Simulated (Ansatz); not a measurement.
# BBrClF: up Jacob's ladder to CCSD(T)

The task here is to estimate one member of a computed series from the others.

Method: functionals in def2-TZVPP, the program's frozen cores in correlated methods; program: Ansatz 0.2.0, Gaussian basis.

The runs, in order: LDA (SPW92), PBE-D4, revPBE-D4, BLYP-D4, r2SCAN-D4, B97M-V, PBE0-D4, B3LYP-D4, r2SCANh-D4, r2SCAN0-D4, HSE06-D4, BHLYP-D4, CAM-B3LYP-D4, LC-ωPBE, ωB97X-V, ωB97M-V, B2PLYP, PBE-QIDH; CCSD(T)/def2-SVP; CCSD(T)/def2-TZVPP; MP2/def2-QZVPP; extrapolation to the limit; RPA on PBE.

## The relaxed structure

An earlier PBE0-D4 in a triple-zeta def2 set relaxation fixed the geometry.

SMILES `FB(Cl)Br`, 4 atoms, charge 0, spin multiplicity 1.

Atoms are counted from 1 here; the program's logs count them from 0.

Bond lengths: F1–B2 1.309 Å, B2–Cl3 1.737 Å, B2–Br4 1.903 Å. Angles: F1–B2–Cl3 119.4°, F1–B2–Br4 119.0°, Cl3–B2–Br4 121.6°.

The first run:

Input file in.yaml:

```yaml
crystal:
  periodic: [false, false, false]
  atoms:
    - {symbol: F, position_ang: [-0.037756, -1.334961, -0.542416]}
    - {symbol: B, position_ang: [0.000537, -0.136294, -0.018143]}
    - {symbol: Cl, position_ang: [-0.369872, 0.070957, 1.665957]}
    - {symbol: Br, position_ang: [0.462591, 1.340099, -1.125799]}
basis:
  gaussian: {orbitals: def2-TZVPP}
hamiltonian: {xc: lda}
output: {orbitals: {seedname: orbitals}}
```

Among the steps run: LDA; PBE-D4 (GGA); revPBE-D4 (GGA); BLYP-D4 (GGA); r2SCAN-D4 (meta-GGA); B97M-V (meta-GGA); PBE0-D4 (hybrid); B3LYP-D4 (hybrid); r2SCANh-D4 (hybrid); r2SCAN0-D4 (hybrid); HSE06-D4 (hybrid); BHLYP-D4 (hybrid); CAM-B3LYP-D4 (range-separated); LC-ωPBE-D4 (range-separated; the results give it without D4); ωB97X-V (range-separated); ωB97M-V (range-separated); B2PLYP (double hybrid); PBE-QIDH (double hybrid).

One of the session's tables, all rows but one given; the rest of the session is left out.

It belongs to the step «Frontier levels by functional». 

```
  functional  HOMO (eV)  gap (eV)
 LDA (SPW92)      -7.67      5.24
      PBE-D4      -7.51      5.36
   revPBE-D4      -7.45      5.42
     BLYP-D4      -7.33      5.35
   r2SCAN-D4          ?         ?
      B97M-V      -7.93      6.25
     PBE0-D4      -8.87      7.68
    B3LYP-D4      -8.58      7.20
  r2SCANh-D4      -8.35      6.87
  r2SCAN0-D4      -9.09      8.11
    HSE06-D4      -8.47      6.89
    BHLYP-D4     -10.05      9.98
CAM-B3LYP-D4     -10.21     10.19
     LC-ωPBE     -11.64     12.79
     ωB97X-V     -11.25     12.36
     ωB97M-V     -11.09     12.06
```

Estimate the missing values for r2SCAN-D4.

Worked estimate for «HOMO (eV)». Against the share of exact exchange, r2SCANh-D4 (0.1, -8.35), r2SCAN0-D4 (0.25, -9.09) give a slope of -4.93 per unit share; at 0 the line stands at -7.86.

**Answer.** HOMO (eV): -7.86; gap (eV): 6.04. In «HOMO (eV)» the line misses by 0.00.
